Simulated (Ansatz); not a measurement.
Predict the output of the script below (the Ansatz DFT code, driven from Python).

Contents of `laag.cif`:
```cif
data_LaAg
_cell_length_a 3.760000
_cell_length_b 3.760000
_cell_length_c 3.760000
_cell_angle_alpha 90.00000
_cell_angle_beta 90.00000
_cell_angle_gamma 90.00000
_symmetry_space_group_name_H-M 'P 1'
_symmetry_Int_Tables_number 1
loop_
_symmetry_equiv_pos_as_xyz
'x, y, z'
loop_
_atom_site_label
_atom_site_type_symbol
_atom_site_fract_x
_atom_site_fract_y
_atom_site_fract_z
La1 La    0.500000    0.500000    0.500000
Ag2 Ag    0.000000    0.000000    0.000000
```

Script `fermi_laag.py`:
```python
'''Area of the Fermi surface of LaAg.'''

import logging
import sys
import warnings

import ansatz as az
from ase.io import read

logging.basicConfig(stream=sys.stdout, format='%(levelname)s %(message)s')
log = logging.getLogger('laag')
log.setLevel(logging.INFO)

warnings.simplefilter('ignore', az.DeckWarning)

atoms = read('laag.cif')
crystal = az.Crystal.from_ase(atoms)

model = (
    crystal.calculation()
    .basis(17 * az.Ha)
    .occupations('Gaussian', width=0.1)  # the run then minimises F = E - TS
    .functional('pbesol')
    .pseudopotentials('paw')
    .kpoints(7)
    .eigenstates(nscf_kmesh=(8, 8, 8), level_slopes=True)
)
surface = model.run(threads=1).fermi_surface().to_plain()
for way, reading in surface.items():
    if reading:
        rho_lambda = [f'{v:.3e}' for v in reading['resistivity_times_mean_free_path_ohm_m2']]
        log.info(f'{way:24s} area {reading["spin_summed_area_per_ang2"]:8.3f} 1/A^2  rho*lambda (ohm m^2) {rho_lambda}')
```

```console
$ python fermi_laag.py
INFO by_tetrahedra            area   27.401 1/A^2  rho*lambda (ohm m^2) ['1.116e-15', '1.116e-15', '1.116e-15']
INFO by_slopes                area   28.802 1/A^2  rho*lambda (ohm m^2) ['1.061e-15', '1.061e-15', '1.061e-15']
INFO on_every_second_point    area   26.918 1/A^2  rho*lambda (ohm m^2) ['1.136e-15', '1.136e-15', '1.136e-15']
```

Reading the output:
- The mesh is modest for a metal, so energies can be off by several to tens of meV an atom and pressures by half a GPa or more; differences at equal mesh fare better.
- The starting cell is as deposited in a crystallographic database; the results hold for this polymorph, which needn't be the stable one.
- The three readings differ by the mesh error.
- Hardware and time: 3.7 s on 1 thread of Arm Neoverse V2 (shared host), peak memory 0.42 GiB.

(Lines on the test bed's own set-up are left out of the output.)
